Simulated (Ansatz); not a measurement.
What does this script print? It uses Ansatz 0.2.0, Python API.

`torsion.py`
```python
"""Energy of C2H4ClNSi as one group turns about a bond."""

import ansatz
from ase import Atoms


def main() -> None:
    atoms = Atoms(["N", "C", "C", "Si", "Cl", "H", "H", "H", "H"], positions=[
        (2.5616, -1.0158, -0.1409),
        (1.6555, -0.3064, 0.0048),
        (0.5284, 0.6109, 0.1789),
        (-1.0891, -0.1811, -0.2236),
        (-1.6035, -1.5458, 1.2151),
        (0.5175, 0.989, 1.2071),
        (0.6766, 1.4826, -0.4686),
        (-2.1696, 0.839, -0.2349),
        (-1.0774, -0.8723, -1.5379),
    ])

    # start the scan from a relaxed geometry
    first = (
        ansatz.Crystal.molecule_from_ase(atoms).calculation()
        .basis(gaussian="cc-pVDZ")
        .functional("R2SCAN0")
        .relax(force_tolerance=0.02, max_steps=80)
    )
    atoms.positions = first.run().report["positions_ang"]

    start = atoms.get_dihedral(1, 2, 3, 4)
    energies = {}
    for turn in range(0, 360, 40):
        turned = atoms.copy()
        turned.set_dihedral(1, 2, 3, 4, start + turn, indices=[3, 4, 7, 8])
        base = (
            ansatz.Crystal.molecule_from_ase(turned).calculation()
            .basis(gaussian="cc-pVDZ")
            .functional("R2SCAN0")
        )
        energies[round((start + turn) % 360)] = base.run().report["free_energy_ev"]
    floor = min(energies.values())
    print("dihedral C1-C2-Si3-Cl4 (deg)   E - E(min) (kJ/mol)")
    for angle, e in sorted(energies.items()):
        print(f"{angle:8d} {96.485332 * (e - floor):14.3f}  " + "#" * int(30 * (e - floor) / max(max(energies.values()) - floor, 1e-9)))


if __name__ == "__main__":
    main()
```

`python torsion.py` gives:
```text
dihedral C1-C2-Si3-Cl4 (deg)   E - E(min) (kJ/mol)
      28          9.441  #####################
      68          2.352  #####
     108          7.532  ################
     148          4.321  #########
     188          0.000
     228          7.348  ################
     268          5.932  #############
     308          3.845  ########
     348         13.384  ##############################
```

The scan is rigid and the energies are electronic, in a modest basis. With rigid groups the curve can differ much from the relaxed path, the start wasn't checked as a minimum of this torsion, and equivalent turns needn't return to the same energy. Hardware and time: 2.1 min on 1 thread of Arm Neoverse V1 (shared host), peak memory 0.31 GiB.

(Lines on the test bed's own set-up are left out of the output.)
